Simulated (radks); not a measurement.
# Gd¹²⁺ in [Kr] 4d10 4f4 5s2: an all-electron calculation

Aim: the levels, the sizes of the orbitals and the parts of the energy of the gadolinium ion Gd12+.

Method: Dirac Kohn-Sham, LDA (Slater exchange, Perdew-Wang correlation), spin-unpolarised, spherical densities, finite nucleus; open shells fill j = l - 1/2 first. Code: radks (a radial shooting solver on a logarithmic mesh, Libxc functionals) version 1.

## (1) Starting point

```
element            : gadolinium (Z = 64)
charge             : +12
electrons          : 52
configuration      : [Kr] 4d10 4f4 5s2
nuclear rms radius : 5.1569 fm
```

## (2) The calculation

Input:

```text
Z 64
configuration [Kr] 4d10 4f4 5s2
relativity Dirac
functional lda,pw
spin unpolarised
j_filling energy
nucleus finite rms 5.1569 fm
c 137.035999084
```

On the command line:

```sh
$ python run_ks.py task.json out
```

The same process makes all the runs of this session.

What does the calculation give?

As calculated:

```
                        quantity                   value
                    total energy     -11229.6689 hartree
exchange-correlation share of it                  2.08 %
                            −T/E                  1.0904
          highest occupied level       4f5/2, -219.68 eV
    most extended occupied level  5s1/2, <r> = 1.14 bohr
 radius at density 0.001 e/bohr³               2.21 bohr
    maxima of the radial density                       4
         ionisation energy, NIST         246 (theory) eV
```

What this shows: The radial density shows 4 maxima for 5 occupied principal shells; where shells overlap, one shows as a shoulder or not at all. −T/E is 1.090: with relativity the kinetic term as defined here no longer equals −E. The top level binds by 219.68 eV, 89 % of the NIST ionisation energy of 246 eV; the potential of a semilocal functional falls off too fast, so its top eigenvalue is too shallow. Spin polarisation and multiplet splitting are left out.
